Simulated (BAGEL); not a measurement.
# CH7FSi2 (SMILES F[SiH2]C[SiH3]), step by step

Wanted: a single-point energy (HF/def2-SV(P)), then a single-point energy (NEVPT2(2,2)/def2-SV(P)), then the energy (CASPT2(2,2)/def2-SV(P)) of CH7FSi2. 

The calculation is run with BAGEL 1.2.2.

2 further runs of the same task are left out: 2 set aside as unsound or not needed.

## Step 1: Starting point

CH7FSi2 has 11 atoms, charge 0, and is taken as a singlet. SMILES: `F[SiH2]C[SiH3]`. The Si4–H10 distance was set to 4.165 Å, away from the relaxed value. At this shape a bond of the SMILES string is far longer than usual.

Bond lengths: F1–Si2 1.604 Å, Si2–C3 1.854 Å, C3–Si4 1.877 Å, Si2–H5 1.484 Å, Si2–H6 1.484 Å, C3–H7 1.097 Å, C3–H8 1.095 Å, Si4–H9 1.485 Å, Si4–H11 1.487 Å. Some angles: F1–Si2–C3 109.3°, Si2–C3–Si4 115.3°, F1–Si2–H5 107.5°, F1–Si2–H6 107.1°, C3–Si2–H5 110.7°, C3–Si2–H6 112.0°, Si2–C3–H7 107.4°, Si2–C3–H8 109.5°, Si4–C3–H7 108.3°, Si4–C3–H8 109.0°.

## Step 2: A single-point energy at HF/def2-SV(P) (density fitting with svp-jkfit) (run 1)

Contents of calc.json:

```json
{ "bagel" : [

{
  "title" : "molecule",
  "basis" : "def2-sv_p_.json",
  "df_basis" : "svp-jkfit",
  "angstrom" : true,
  "geometry" : [
    { "atom" : "F", "xyz" : [      -2.577896,       0.513221,       2.423957 ] },
    { "atom" : "Si", "xyz" : [      -1.017996,       0.344221,       2.756357 ] },
    { "atom" : "C", "xyz" : [      -0.599596,      -1.460079,       2.827457 ] },
    { "atom" : "Si", "xyz" : [      -1.105996,      -2.461079,       1.322257 ] },
    { "atom" : "H", "xyz" : [      -0.254796,       1.018721,       1.676957 ] },
    { "atom" : "H", "xyz" : [      -0.773096,       1.023321,       4.053357 ] },
    { "atom" : "H", "xyz" : [       0.488304,      -1.539379,       2.944557 ] },
    { "atom" : "H", "xyz" : [      -1.050096,      -1.905279,       3.720857 ] },
    { "atom" : "H", "xyz" : [      -2.585196,      -2.542579,       1.226257 ] },
    { "atom" : "H", "xyz" : [       0.369900,      -0.665700,      -2.134100 ] },
    { "atom" : "H", "xyz" : [      -0.556196,      -3.840179,       1.409757 ] }
  ]
},

{
  "title" : "hf"
},

{
  "title" : "print",
  "file" : "orbitals.molden",
  "orbitals" : true
}

]}
```

The basis set def2-SV(P) is read from a file made from the Basis Set Exchange's data (not shown).

Run with:

```
$ BAGEL_NUM_THREADS=1 BAGEL calc.json > calc.out
```

Output:

```text
* using 1 threads per process

  ===============================================================
  ===============================================================

  *** Geometry ***

  { "atom" : "F", "xyz" : [     -4.871517,      0.969847,      4.580615 ] },
  { "atom" : "Si", "xyz" : [     -1.923734,      0.650483,      5.208760 ] },
  { "atom" : "C", "xyz" : [     -1.133072,     -2.759149,      5.343119 ] },
  { "atom" : "Si", "xyz" : [     -2.090030,     -4.650765,      2.498704 ] },
  { "atom" : "H", "xyz" : [     -0.481495,      1.925104,      3.168989 ] },
  { "atom" : "H", "xyz" : [     -1.460940,      1.933796,      7.659735 ] },
  { "atom" : "H", "xyz" : [      0.922761,     -2.909005,      5.564406 ] },
  { "atom" : "H", "xyz" : [     -1.984394,     -3.600456,      7.031401 ] },
  { "atom" : "H", "xyz" : [     -4.885312,     -4.804778,      2.317290 ] },
  { "atom" : "H", "xyz" : [      0.699010,     -1.257991,     -4.032865 ] },
  { "atom" : "H", "xyz" : [     -1.051058,     -7.256887,      2.664055 ] },

  Number of auxiliary basis functions:      534

  Since a DF basis is specified, we compute 2- and 3-index integrals:
    o Being stored without compression. Storage requirement is 0.026 GB

  Number of basis functions:       78
  Number of electrons      :       50

    * METHOD: MOLECULE                             0.26

  *** RHF ***

  === Nuclear Repulsion ===
   218.0963062299

      * DIIS with orbital gradients will be used.

  === RHF iteration (def2-sv_p_.json) ===
      0       -718.48569588          0.01780311           0.08
      1       -718.50380944          0.01465018           0.08
      2       -718.71397610          0.00529229           0.08
      3       -718.75107497          0.00106454           0.08
      4       -718.75214381          0.00016088           0.08
      5       -718.75218132          0.00006260           0.08
      6       -718.75218497          0.00002446           0.08
      7       -718.75218575          0.00000788           0.08
      8       -718.75218583          0.00000337           0.08
      9       -718.75218584          0.00000082           0.08
     10       -718.75218584          0.00000036           0.08
     11       -718.75218584          0.00000013           0.08
     12       -718.75218584          0.00000005           0.08
     13       -718.75218584          0.00000002           0.08
     14       -718.75218584          0.00000001           0.08
    * SCF iteration converged.

    * Permanent dipole moment:
           (    0.025522,     0.999835,    -2.215169) a.u.

    * METHOD: HF                                   1.42

    * METHOD: PRINT                                0.01

  ===============================================================
```

Run time: 1.8 s. Hardware: 1 thread of Arm Neoverse V2, shared host; peak memory 0.15 GiB.

## Step 3: A single-point energy at NEVPT2(2,2)/def2-SV(P) (density fitting with svp-jkfit) (run 2)

Contents of input.json:

```json
{ "bagel": [

{
  "title": "molecule",
  "basis": "def2-sv_p_.json",
  "df_basis": "svp-jkfit",
  "angstrom": "true",
  "geometry": [
    { "atom": "F", "xyz": [   -2.577896,    0.513221,    2.423957 ] },
    { "atom": "Si", "xyz": [   -1.017996,    0.344221,    2.756357 ] },
    { "atom": "C", "xyz": [   -0.599596,   -1.460079,    2.827457 ] },
    { "atom": "Si", "xyz": [   -1.105996,   -2.461079,    1.322257 ] },
    { "atom": "H", "xyz": [   -0.254796,    1.018721,    1.676957 ] },
    { "atom": "H", "xyz": [   -0.773096,    1.023321,    4.053357 ] },
    { "atom": "H", "xyz": [    0.488304,   -1.539379,    2.944557 ] },
    { "atom": "H", "xyz": [   -1.050096,   -1.905279,    3.720857 ] },
    { "atom": "H", "xyz": [   -2.585196,   -2.542579,    1.226257 ] },
    { "atom": "H", "xyz": [    0.369900,   -0.665700,   -2.134100 ] },
    { "atom": "H", "xyz": [   -0.556196,   -3.840179,    1.409757 ] }
  ]
},
{ "title": "hf" },
{ "title": "nevpt2", "nstate": 1, "nact": 2, "nclosed": 24, "active": [25, 26], "maxiter": 200, "natocc": "true", "ncore": 12 },
{ "title": "print", "file": "orbitals.molden", "orbitals": "true" }

]}
```

The basis set def2-SV(P) is read from a file made from the Basis Set Exchange's data (not shown).

Run with:

```
$ BAGEL_NUM_THREADS=1 BAGEL input.json > input.out
```

Output:

```text
* using 1 threads per process

  ===============================================================
  ===============================================================

  *** Geometry ***

  { "atom" : "F", "xyz" : [     -4.871517,      0.969847,      4.580615 ] },
  { "atom" : "Si", "xyz" : [     -1.923734,      0.650483,      5.208760 ] },
  { "atom" : "C", "xyz" : [     -1.133072,     -2.759149,      5.343119 ] },
[... 7 lines of this table left out ...]
  { "atom" : "H", "xyz" : [     -1.051058,     -7.256887,      2.664055 ] },

  Number of auxiliary basis functions:      534

  Since a DF basis is specified, we compute 2- and 3-index integrals:
    o Being stored without compression. Storage requirement is 0.026 GB

[... 18 lines left out ...]
    * SCF iteration converged.
[... 1 line left out ...]
    * Permanent dipole moment:
[... 28 lines left out ...]
    * Second-order optimization converged. *

     guess   0:   closed 1.                   open ..

  === FCI iteration ===

      0  0      -718.72631387     9.38e-02      0.00
      1  0      -718.87884251     2.01e-02      0.00
      2  0 *    -718.88353131     2.67e-16      0.00

     * ci vector, state   0, <S^2> = 0.0000
       2.     0.7613191726
       .2    -0.6483772956

  === DF-NEVPT2 calculation ===

    * 3-index integral transformation done
    * assembly done

      NEVPT2 correlation energy:   -0.4632837221      0.13

          (+0)     -0.4399731983
          (+0)'    -0.0023988281
          (+1)     -0.0052306951
          (+1)'    -0.0000000000
          (+2)     -0.0000119125
          (-1)     -0.0156561516
          (-1)'     0.0000000000
          (-2)     -0.0000129366

      NEVPT2 total energy:       -719.3468150311

    * METHOD: NEVPT2                               4.11

    * METHOD: PRINT                                0.01

  ===============================================================
```

It took 6 s on 1 thread of Arm Neoverse V2, shared host; peak memory 0.15 GiB.

## Step 4: A single-point energy at CASPT2(2,2)/def2-SV(P) (density fitting with svp-jkfit) (run 3)

Edit calc.json of step 2 so:

```diff
@@ -6,3 +6,3 @@
   "df_basis" : "svp-jkfit",
-  "angstrom" : true,
+  "angstrom" : "true",
   "geometry" : [
@@ -22,11 +22,9 @@
 
-{
-  "title" : "hf"
-},
+{ "title" : "hf" },
 
-{
-  "title" : "print",
-  "file" : "orbitals.molden",
-  "orbitals" : true
-}
+{ "title" : "casscf", "nstate" : 1, "nact" : 2, "nclosed" : 24, "active" : [25, 26], "maxiter" : 200, "natocc" : "true" },
+
+{ "title" : "print", "file" : "orbitals.molden", "orbitals" : "true" },
+
+{ "title" : "smith", "method" : "caspt2", "ms" : "true", "xms" : "true", "sssr" : "true", "shift" : 0.2, "shift_imag" : "true", "ncore" : 12 }
```

The basis set def2-SV(P) is read from a file made from the Basis Set Exchange's data (not shown).

Run with:

```
$ BAGEL_NUM_THREADS=1 BAGEL calc.json > calc.out
```

Output:

```text
* using 1 threads per process

  ===============================================================
  ===============================================================

  *** Geometry ***

  { "atom" : "F", "xyz" : [     -4.871517,      0.969847,      4.580615 ] },
  { "atom" : "Si", "xyz" : [     -1.923734,      0.650483,      5.208760 ] },
  { "atom" : "C", "xyz" : [     -1.133072,     -2.759149,      5.343119 ] },
[... 7 lines of this table left out ...]
  { "atom" : "H", "xyz" : [     -1.051058,     -7.256887,      2.664055 ] },

  Number of auxiliary basis functions:      534

  Since a DF basis is specified, we compute 2- and 3-index integrals:
    o Being stored without compression. Storage requirement is 0.026 GB

[... 18 lines left out ...]
    * SCF iteration converged.
[... 1 line left out ...]
    * Permanent dipole moment:
[... 27 lines left out ...]
    * Second-order optimization converged. *
[... 9 lines left out ...]
     * ci vector, state   0, <S^2> = 0.0000
[... 16 lines left out ...]
    * Zeroth order energy : state  0       -0.3284948157
[... 4 lines left out ...]
       #      aibj      arbs      arbi      airj      risj      airs      arst      rist         Etot      error   time
[... 2 lines left out ...]
       0  -0.43793  -0.00002  -0.01732  -0.00585  -0.00002  -0.00238  -0.00000   0.00000   -0.4635078  0.0002611   0.07
       1  -0.43794  -0.00002  -0.01732  -0.00585  -0.00002  -0.00240  -0.00000  -0.00000   -0.4635504  0.0000307   0.06
       2  -0.43794  -0.00002  -0.01732  -0.00585  -0.00002  -0.00240  -0.00000  -0.00000   -0.4635509  0.0000025   0.06
       3  -0.43794  -0.00002  -0.01732  -0.00585  -0.00002  -0.00240  -0.00000  -0.00000   -0.4635509  0.0000002   0.06

      ------------------------------------------------------------------------------------------------------------------

    * CASPT2 energy : state  0     -719.3496312637
        w/o shift correction       -719.3470822262
        reference weight              0.8670797891

    * METHOD: SMITH                                0.47

  ===============================================================
```

It took 6.3 s on 1 thread of Arm Neoverse V2, shared host; peak memory 0.15 GiB.

## Step 5: Outcome

```
                                   quantity          value
         run 1, HF/def2-SV(P): total energy  -718.75219 Eh
        run 1, HF/def2-SV(P): dipole moment         6.18 D
          run 1, HF/def2-SV(P): HOMO energy       -6.80 eV
          run 1, HF/def2-SV(P): LUMO energy       -1.97 eV
        run 1, HF/def2-SV(P): HOMO–LUMO gap        4.83 eV
run 2, NEVPT2(2,2)/def2-SV(P): total energy  -719.34682 Eh
run 3, CASPT2(2,2)/def2-SV(P): total energy  -719.34963 Eh
```

In words: One bond (run 1, HF/def2-SV(P)) is far stretched, which a spin-restricted single reference describes badly; a broken-symmetry solution may lie lower.
